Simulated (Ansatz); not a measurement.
# TiCo: relaxation of the atoms with PBE

Slab: TiCo, a slab with vacuum.

```xyz
8
Lattice="2.9861 0.0000 0.0000 0.0000 2.9861 0.0000 0.0000 0.0000 25.4514" Properties=species:S:1:pos:R:3 pbc="T T T"
Co    1.4931    1.4931    7.5000
Ti    0.0000    0.0000    8.9931
Co    1.4931    1.4931   10.4861
Ti    0.0000    0.0000   11.9792
Co    1.4931    1.4931   13.4722
Ti    0.0000    0.0000   14.9653
Co    1.4931    1.4931   16.4583
Ti    0.0000    0.0000   17.9514
```

The cell isn't the ideal one: the (1 0 0) slab of TiCo, cut from the database cell, not relaxed.

```yaml
Program: Ansatz 0.2.0
Task: relaxation of the atoms
Functional: PBE
Potentials_or_basis: PseudoDojo standard (PBE files)
Cutoff: 1306 eV
Density_cutoff: 5225 eV
k_mesh: 9 × 9 × 1
Occupations: fermi-dirac, width 0.05 eV
Spin: collinear spin, ferromagnetic start
Starting_moments: "[2.0, 1.0, 2.0, 1.0, 2.0, 1.0, 2.0, 1.0] μB"
Boundary_along_the_surface_normal: dipole_correction
Atoms_held_counted_from_0: "[0, 1, 2, 3]"
Miller: "[1, 0, 0]"
Bulk_formula: TiCo
```

```
Energy gained by relaxing       : 0.3 meV/atom
Ionic steps                     : 3
Largest force after relaxing    : 1.578 eV/Å
Band gap on the k mesh          : none (metal or under the smearing width)
Net moment                      : 4.20 μB per cell
Absolute moment                 : 6.01 μB per cell
Site moments                    : Co +1.18, +0.92, +0.88, +0.99; Ti -0.31, -0.10, +0.65 μB
Work function of the upper face : 3.76 eV
Work function of the lower face : 4.08 eV
Dipole across the slab          : 0.015 e·Å
```

Forces on the atoms (eV/Å):
```
Co   0.000  0.000  1.308
Ti   0.000  0.000 -1.578
Co   0.000  0.000  0.304
Ti   0.000  0.000 -0.026
Co   0.000  0.000 -0.016
Ti   0.000  0.000  0.006
Co   0.000  0.000  0.004
Ti   0.000  0.000 -0.001
```

Step by step:
```csv
step,energy change (eV),largest force (eV/Å)
1,0.0000,1.5758
2,-0.0022,1.5789
3,-0.0023,1.5781
```

Final structure:
```cif
data_structure
_symmetry_space_group_name_H-M 'P 1'
_symmetry_Int_Tables_number 1
_cell_length_a 2.9861
_cell_length_b 2.9861
_cell_length_c 25.4514
_cell_angle_alpha 90.000
_cell_angle_beta 90.000
_cell_angle_gamma 90.000
_cell_volume 226.95
loop_
_atom_site_label
_atom_site_type_symbol
_atom_site_fract_x
_atom_site_fract_y
_atom_site_fract_z
_atom_site_occupancy
Co1 Co 0.50000 0.50000 0.29468 1
Ti1 Ti 0.00000 0.00000 0.35334 1
Co2 Co 0.50000 0.50000 0.41201 1
Ti2 Ti 0.00000 0.00000 0.47067 1
Co3 Co 0.50000 0.50000 0.52901 1
Ti3 Ti 0.00000 0.00000 0.58773 1
Co4 Co 0.50000 0.50000 0.64577 1
Ti4 Ti 0.00000 0.00000 0.70380 1
```

Levels at points of the mesh, in eV from the Fermi level:
Spin up:
```csv
k point,band 57,band 58,band 59,band 60,band 61,band 62,band 63,band 64
"(0.00, 0.00, 0.00)",-0.91,-0.90,-0.61,-0.31,0.02,0.19,0.47,0.48
```
Spin down:
```tsv
k point	band 52	band 53	band 54	band 55	band 56	band 57	band 58	band 59	band 60	band 61
(0.00, 0.00, 0.00)	-1.10	-0.95	-0.52	-0.52	-0.47	-0.05	0.15	0.17	0.30	0.70
```

Wall time 4.2 min on 4 threads of Arm Neoverse V2 (shared host), peak memory 3.1 GiB.

Caveat: the starting moments weren't kept.
